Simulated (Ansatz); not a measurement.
# Mg6ZnCdO8: the cost of one run

Method: DFT, PBE, plane-wave PAW, default files, scalar-relativistic, as far as a step names no other, in Ansatz 0.2.0.

**1. The system as given**

It takes space group P4/mmm (No. 123, tetragonal). Conventional cell: a = 4.368 Å, b = 4.368 Å, c = 8.676 Å, α = 90.00°, β = 90.00°, γ = 90.00°. Mg (site symmetry 4/mmm) has 6 O at 2.15 to 2.18 Å as nearest neighbours. Around Mg (site symmetry 4/mmm) lie 6 O at 2.03 to 2.18 Å. Mg (site symmetry 2mm) is surrounded by 6 O at 2.12 to 2.21 Å. Zn (site symmetry 4/mmm) has 6 O at 2.18 to 2.19 Å as nearest neighbours. Around Cd (site symmetry 4/mmm) lie 6 O at 2.18 to 2.31 Å. O (site symmetry 4mm) is surrounded by 5 Mg at 2.15 to 2.18 Å and 1 Zn at 2.19 Å. O (site symmetry 4mm) is surrounded by 5 Mg at 2.03 to 2.19 Å and 1 Cd at 2.31 Å. Around O (site symmetry mmm) lie 2 Zn at 2.18 Å and 2 Cd at 2.18 Å and 2 Mg at 2.21 Å. Only part of the 9 independent sites is listed.

As a file:

```cif
data_structure
_symmetry_space_group_name_H-M 'P 1'
_symmetry_Int_Tables_number 1
_cell_length_a 4.3681
_cell_length_b 4.3681
_cell_length_c 8.6763
_cell_angle_alpha 90.000
_cell_angle_beta 90.000
_cell_angle_gamma 90.000
_cell_volume 165.55
loop_
_atom_site_label
_atom_site_type_symbol
_atom_site_fract_x
_atom_site_fract_y
_atom_site_fract_z
_atom_site_occupancy
Mg1 Mg 0.00000 0.00000 0.50000 1
Mg2 Mg 0.50000 0.50000 0.50000 1
Mg3 Mg 0.00000 0.50000 0.25522 1
Mg4 Mg 0.00000 0.50000 0.74478 1
Mg5 Mg 0.50000 0.00000 0.25522 1
Mg6 Mg 0.50000 0.00000 0.74478 1
Zn1 Zn 0.00000 0.00000 0.00000 1
Cd1 Cd 0.50000 0.50000 0.00000 1
O1 O 0.00000 0.00000 0.25238 1
O2 O 0.00000 0.00000 0.74762 1
O3 O 0.50000 0.50000 0.26658 1
O4 O 0.50000 0.50000 0.73342 1
O5 O 0.00000 0.50000 0.00000 1
O6 O 0.00000 0.50000 0.50000 1
O7 O 0.50000 0.00000 0.00000 1
O8 O 0.50000 0.00000 0.50000 1
```

**2. Single point at the given positions**

File input.yaml:

```yaml
crystal:
  lattice:
    - [4.36812055, 0.0, 0.0]
    - [0.0, 4.36812055, 0.0]
    - [0.0, 0.0, 8.67630487]
  atoms:
    - { symbol: Mg, position: [0.0, 0.0, 0.5] }
    - { symbol: Mg, position: [0.5, 0.5, 0.5] }
    - { symbol: Mg, position: [0.0, 0.5, 0.25521817] }
    - { symbol: Mg, position: [0.0, 0.5, 0.74478183] }
    - { symbol: Mg, position: [0.5, 0.0, 0.25521817] }
    - { symbol: Mg, position: [0.5, 0.0, 0.74478183] }
    - { symbol: Zn, position: [0.0, 0.0, 0.0] }
    - { symbol: Cd, position: [0.5, 0.5, 0.0] }
    - { symbol: O, position: [0.0, 0.0, 0.25237576] }
    - { symbol: O, position: [0.0, 0.0, 0.74762424] }
    - { symbol: O, position: [0.5, 0.5, 0.26657705] }
    - { symbol: O, position: [0.5, 0.5, 0.73342295] }
    - { symbol: O, position: [0.0, 0.5, 0.0] }
    - { symbol: O, position: [0.0, 0.5, 0.5] }
    - { symbol: O, position: [0.5, 0.0, 0.0] }
    - { symbol: O, position: [0.5, 0.0, 0.5] }
kpoints:
  mp_grid: { grid: [5, 5, 3] }
scf:
  occupations: { method: fermi_dirac, width: 0.02 }
hamiltonian:
  xc: pbe
  pseudopotentials: { kind: paw }
output:
  forces: true
  stress: true
  populations: true
  efg:
    quadrupole_moments_barn: { Mg: 0.1994, Zn: 0.122, O: -0.02558 }
    contact_densities: true
```

The run is started by

```
> ansatz run input.yaml --threads 1 --pin off --max-ram 2560MiB --backend cpu --events-out ev --progress --plain --runs-dir out
```

**Question.** How long does this run take on 1 thread of Arm Neoverse V1, shared host, and how much memory does it need?

About 18 s, with a peak of 0.56 GiB.
